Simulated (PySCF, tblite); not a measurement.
**C₅H₅N₂O radical: geometry, infrared bands and EPR parameters**

What infrared bands and EPR parameters should C₅H₅N₂O radical (`[H]/[C]=C\[C@@H](C#N)C(N)=O`) show?

The runs use tblite 0.8.0 and PySCF 2.14.0, with density-fitted response routines of our own; the level of theory stands in each step. All values are computed, except where a source is named. Atoms are numbered from 0 throughout.

## (1) The starting structure

13 atoms, charge 0, multiplicity 2; geometry from: force field or distance geometry start.

Bonds of the start (Å): C0–C1 1.33, C1–C2 1.47, C2–C3 1.49, C3–N4 1.16, C2–C5 1.47, C5–N6 1.43, C5–O7 1.27, C0–H8 1.08, C1–H9 1.09, C2–H10 1.12, N6–H11 1.05, N6–H12 1.06.

## (2) Relaxing the molecule with GFN2-xTB

What the job is given:

```
{"job": {"kind": "relax", "xc": "GFN2-xTB", "basis": "xTB"}, "charge": 0, "multiplicity": 2}
C     -2.239700    -1.004500     0.727800
C     -1.061800    -0.392200     0.804200
C     -0.437000     0.173700    -0.400600
C     -0.382800     1.650000    -0.216600
N     -0.336800     2.796800    -0.064100
C      0.909700    -0.342000    -0.688200
N      2.011900    -0.196900     0.204200
O      1.128800    -0.945300    -1.784700
H     -2.786600    -1.093400    -0.204300
H     -0.551800    -0.329600     1.764500
H     -1.093500    -0.091400    -1.264100
H      2.563300    -1.005700     0.578100
H      2.272000     0.781000     0.526100
```

The run is started by

```bash
OMP_NUM_THREADS=1 python probes_run.py task.json out
```

One launch serves the whole session: the jobs run in the order shown.

The log of the run:

```text
step      E/eV     max force
  0    -624.42777    5.568
  1    -624.77581    4.664
  2    -624.95365    4.575
  3    -624.99357    2.795
  4    -625.10839    0.736
  5    -625.15716    0.790
  6    -625.27849    1.097
  7    -625.33122    1.290
  8    -625.38710    0.816
  9    -625.47391    1.045
 10    -625.52731    1.331
 11    -625.56270    0.668
 12    -625.59022    0.361
 13    -625.62294    0.745
 14    -625.64418    0.804
 15    -625.67370    0.497
 16    -625.68816    0.341
 17    -625.70177    0.381
 18    -625.71238    0.336
 19    -625.72118    0.296
 20    -625.72677    0.335
 21    -625.73177    0.179
 22    -625.73562    0.146
 23    -625.73857    0.138
 24    -625.74075    0.128
 25    -625.74360    0.131
 26    -625.74655    0.138
 27    -625.74890    0.164
 28    -625.75009    0.104
 29    -625.75097    0.087
 30    -625.75185    0.109
 31    -625.75375    0.112
 32    -625.75557    0.109
 33    -625.75732    0.099
 34    -625.75850    0.084
 35    -625.75952    0.087
 36    -625.76017    0.065
 37    -625.76051    0.045
 38    -625.76074    0.043
 39    -625.76095    0.037
 40    -625.76114    0.029
 41    -625.76126    0.023
 42    -625.76133    0.024
 43    -625.76138    0.024
 44    -625.76142    0.015
 45    -625.76146    0.017
 46    -625.76150    0.017
 47    -625.76154    0.026
 48    -625.76160    0.027
 49    -625.76167    0.021
 50    -625.76174    0.020
 51    -625.76180    0.017
 52    -625.76183    0.012
 53    -625.76184    0.009
```

Wall time 0.21 s (1 thread of Arm Neoverse V2, shared host).

Step by step: (not every step is listed)

| step | energy from step 0 (eV) | largest force (eV/Å) |
| --- | --- | --- |
| 0 | 0.0000 | 5.5683 |
| 1 | -0.3480 | 4.6642 |
| 2 | -0.5259 | 4.5753 |
| 3 | -0.5658 | 2.7949 |
| 4 | -0.6806 | 0.7363 |
| 5 | -0.7294 | 0.7899 |
| 6 | -0.8507 | 1.0969 |
| 7 | -0.9035 | 1.2905 |
| 8 | -0.9593 | 0.8157 |
| 12 | -1.1625 | 0.3613 |
| 16 | -1.2604 | 0.3411 |
| 20 | -1.2990 | 0.3350 |
| 24 | -1.3130 | 0.1278 |
| 28 | -1.3223 | 0.1037 |
| 32 | -1.3278 | 0.1093 |
| 36 | -1.3324 | 0.0654 |
| 40 | -1.3334 | 0.0291 |
| 44 | -1.3337 | 0.0154 |
| 48 | -1.3338 | 0.0269 |
| 49 | -1.3339 | 0.0211 |
| 50 | -1.3340 | 0.0201 |
| 51 | -1.3340 | 0.0172 |
| 52 | -1.3341 | 0.0122 |
| 53 | -1.3341 | 0.0093 |

Close pairs (by a distance rule), those that changed most:

```csv
bond,before (Å),after (Å),change (Å)
C1–C2,1.470,1.552,+0.081
C5–N6,1.426,1.350,-0.076
C2–C5,1.470,1.538,+0.067
C5–O7,1.271,1.205,-0.066
N6–H12,1.062,1.006,-0.056
C2–C3,1.489,1.433,-0.056
C0–C1,1.330,1.283,-0.047
N6–H11,1.048,1.007,-0.041
```

The end geometry stands in the next job.

## (3) Infrared spectrum with GFN2-xTB

What the job is given:

```
{"job": {"kind": "ir", "xc": "GFN2-xTB", "basis": "xTB"}, "charge": 0, "multiplicity": 2}
C     -2.230165    -1.007896     0.680474
C     -1.100849    -0.401109     0.732015
C     -0.396435     0.253806    -0.485387
C     -0.210281     1.649312    -0.219131
N     -0.030352     2.752267     0.031571
C      0.948532    -0.463232    -0.689736
N      1.885689    -0.133051     0.223968
O      1.110188    -1.280676    -1.559801
H     -3.006077    -1.292334     0.012721
H     -0.538306    -0.295325     1.651035
H     -1.006627     0.114383    -1.381500
H      2.802235    -0.540712     0.135505
H      1.768062     0.645052     0.850540
```

The log of the run:

```text
mode    cm-1     km/mol
  1      51.4      5.49
  2      61.6      9.50
  3     134.7      9.21
  4     176.1     10.70
  5     202.1      3.33
  6     334.0      2.83
  7     371.6     69.15
  8     399.2    115.31
  9     472.9     12.05
 10     505.9     18.90
 11     543.7     40.22
 12     563.8      4.24
 13     614.2      4.49
 14     673.9     10.64
 15     683.7    115.73
 16     877.4     24.75
 17     894.7     41.69
 18     914.9     24.23
 19    1020.9      8.30
 20    1039.8     14.21
 21    1141.8     20.62
 22    1201.5     61.58
 23    1231.8     14.79
 24    1270.4    184.14
 25    1452.3    125.97
 26    1712.3     30.11
 27    1787.3    563.44
 28    2379.2    257.11
 29    2971.0      2.45
 30    3020.6      9.54
 31    3227.3      1.25
 32    3462.3     23.42
 33    3528.1     13.21
```

Run time: 0.25 s. Hardware: 1 thread of Arm Neoverse V2, shared host.

The strongest bands and the atoms that carry them (share of the mass-weighted mode):

| cm⁻¹ | km/mol | atoms |
| --- | --- | --- |
| 372 | 69.2 | C3 26 %, H12 26 %, N6 17 % |
| 399 | 115.3 | H12 52 %, C3 13 %, N6 12 % |
| 684 | 115.7 | H8 51 %, C0 25 %, C5 12 % |
| 1202 | 61.6 | H9 37 %, H10 28 %, C2 21 % |
| 1270 | 184.1 | C5 51 %, H11 16 %, N6 14 % |
| 1452 | 126.0 | H12 41 %, H11 33 %, N6 19 % |
| 1787 | 563.4 | C5 63 %, O7 32 % |
| 2379 | 257.1 | C3 60 %, N4 39 % |

## (4) g tensor and hyperfine couplings: B3LYP/pcH-1

Settings changed since step 3:

```diff
@@ -1,2 +1,2 @@
-{"job": {"kind": "ir", "xc": "GFN2-xTB", "basis": "xTB"}, "charge": 0, "multiplicity": 2}
+{"job": {"kind": "epr", "basis": "pcH-1"}, "charge": 0, "multiplicity": 2}
 C     -2.230165    -1.007896     0.680474
```

With the program's defaults for keys left out, this is: UKS B3LYP, pcH-1 on C H N O, non-relativistic, mean-field spin-orbit, GIAO.

The log of the run:

```text
UKS, coarse grid
  cycle   1  E = -377.97923104  |g| = 7.09e-01
  cycle   2  E = -376.96916272  |g| = 1.72e+00
  cycle   3  E = -378.16738634  |g| = 1.77e-01
  cycle   4  E = -378.17846480  |g| = 9.37e-02
  cycle   5  E = -378.18177332  |g| = 2.65e-02
  cycle   6  E = -378.18209016  |g| = 1.03e-02
  cycle   7  E = -378.18213441  |g| = 6.59e-03
  cycle   8  E = -378.18216011  |g| = 2.04e-03
  cycle   9  E = -378.18216685  |g| = 1.66e-03
  cycle  10  E = -378.18217062  |g| = 6.86e-04
UKS, final grid
  cycle   1  E = -378.18214104  |g| = 1.03e-03
  cycle   2  E = -378.18213979  |g| = 2.02e-03
  cycle   3  E = -378.18214169  |g| = 3.34e-04
  cycle   4  E = -378.18214176  |g| = 1.43e-04
  cycle   5  E = -378.18214181  |g| = 1.10e-04
  cycle   6  E = -378.18214182  |g| = 2.16e-05
  cycle   7  E = -378.18214182  |g| = 9.45e-06
E = -378.18214182 Eh   <S^2> = 0.7590 (exact 0.7500)
g shifts (ppm)      1          2          3
  rmc          -150       -150       -150
  gc             39          7        -28
  oz_so        -355        -14        590
  total        -467       -157        411
hyperfine (MHz)  atom isotope    a_iso     a_fc   dipolar eigenvalues
    0   13C     291.21     291.21    -83.06    -61.57    144.62
    1   13C      -9.05      -9.05    -17.94      2.04     15.91
    2   13C      91.88      91.88     -8.78     -7.96     16.74
    3   13C      -7.47      -7.47     -1.13     -0.41      1.54
    4   14N       0.53       0.53     -0.83     -0.74      1.57
    5   13C      -4.46      -4.46     -0.36     -0.14      0.50
    6   14N       0.54       0.54     -0.09     -0.06      0.14
    7   17O      -0.64      -0.64     -2.66      1.08      1.58
    8    1H      18.24      18.24    -33.40     -6.58     39.98
    9    1H     111.29     111.29     -6.05     -5.07     11.12
   10    1H      -6.03      -6.03     -6.34     -1.24      7.58
   11    1H       0.12       0.12     -0.59     -0.51      1.10
   12    1H       0.06       0.06     -1.14     -0.66      1.80
```

Run time: 47 s. Hardware: 1 thread of Arm Neoverse V2, shared host; peak memory 0.94 GiB.

Principal g values 2.00185, 2.00216, 2.00273; g(iso) = 2.00225, against 2.00232 for a free electron.

Hyperfine couplings, nucleus by nucleus at this fixed geometry (no averaging over rotations):

```csv
nuclei,isotope,a(iso) (MHz),"a(iso) (G, at g = 2.0023)",largest dipolar term (MHz)
C0,13C,291.2,103.9,144.6
H9,1H,111.3,39.7,11.1
C2,13C,91.9,32.8,16.7
H8,1H,18.2,6.5,40.0
C1,13C,-9.1,-3.2,-17.9
C3,13C,-7.5,-2.7,1.5
H10,1H,-6.0,-2.2,7.6
C5,13C,-4.5,-1.6,0.5
O7,17O,-0.6,-0.2,-2.7
N6,14N,0.5,0.2,0.1
N4,14N,0.5,0.2,1.6
H11,1H,0.1,0.0,1.1
H12,1H,0.1,0.0,1.8
```

Mulliken spin populations:

C0 1.04; C1 -0.17; C2 0.08; C3 -0.01; N4 0.02; C5 0.00; N6 0.00; O7 0.01; H8 0.00; H9 0.05; H10 0.00; H11 0.00; H12 0.00

In first order the couplings over 0.8 MHz of 1H give 8 distinct lines over 48.4 G.

Orbitals, density, ELF and potential are computed afterwards from the orbital file.

ELF in a plane through or near 5 of the atoms.

Ten even steps from ' ' (0.00) to '@' (0.99):
```
                                                        
                                                        
                      ::--::..                          
                    --++**++==..                        
                  ..++####**++--..                      
                  ..==++**++==--..                      
                    ..--++++++::                        
                ::::    ----::    ::==++==::            
              --%%@@**        ..==**####**--..          
              --%%@@%%::    ::**::--@@%%**++--..        
          ..++****..++++..  ::++::--%%++::%%##::        
          ##@@@@@@##%%##::    ==##%%%%--**%%##--        
          ##@@@@@@##++--..    ::**%%##****##++..        
          ..**##==..            --++++==::..            
                                  ....                  
                                                        
                                                        
                                                        
                                                        
                                                        
```
The map spans 11.6 Å across and 10.6 Å up, centred on the molecule. Atoms in the plane (x, y in Å): C0 (2.4, -0.5), C1 (1.2, -0.1), N6 (-1.8, -0.4), H11 (-2.6, -1.0), H12 (-1.8, 0.5).

On the surface of density 0.002 e/bohr³ the electrostatic potential runs, from the 1st to the 99th percentile, from -1.59 V near O7 to 2.32 V near H12.

The spin density lies nearest to C0 69 %; H8 9 %; C1 8 % (beta excess).

## (5) Results

| quantity | value |
| --- | --- |
| strongest single infrared mode (GFN2-xTB) | 1787 cm⁻¹, 563 km/mol |
| zero-point energy (GFN2-xTB) | 55.6 kcal/mol |
| g(iso) (B3LYP) | 2.00225 |
| ⟨S²⟩ | 0.759 (exact 0.75) |
| largest a(iso) | 13C on C0, 291.2 MHz |
| surface potential, 1st and 99th percentile | -1.59 V and 2.32 V |

Over 53 steps the energy fell by 1.334 eV; of the close pairs, C1–C2 changed most, 1.470 to 1.552 Å. All 33 modes are real, so the xTB geometry is a minimum. The strongest single mode, at 1787 cm⁻¹, moves mainly C5 and O7. GFN2-xTB is a fitted tight-binding method: band positions and strengths are rough. Its intensities can rank the bands wrongly. C0 carries the largest spin population, 1.04 e. The isotropic g lies 0.1 ppt below the free-electron value.
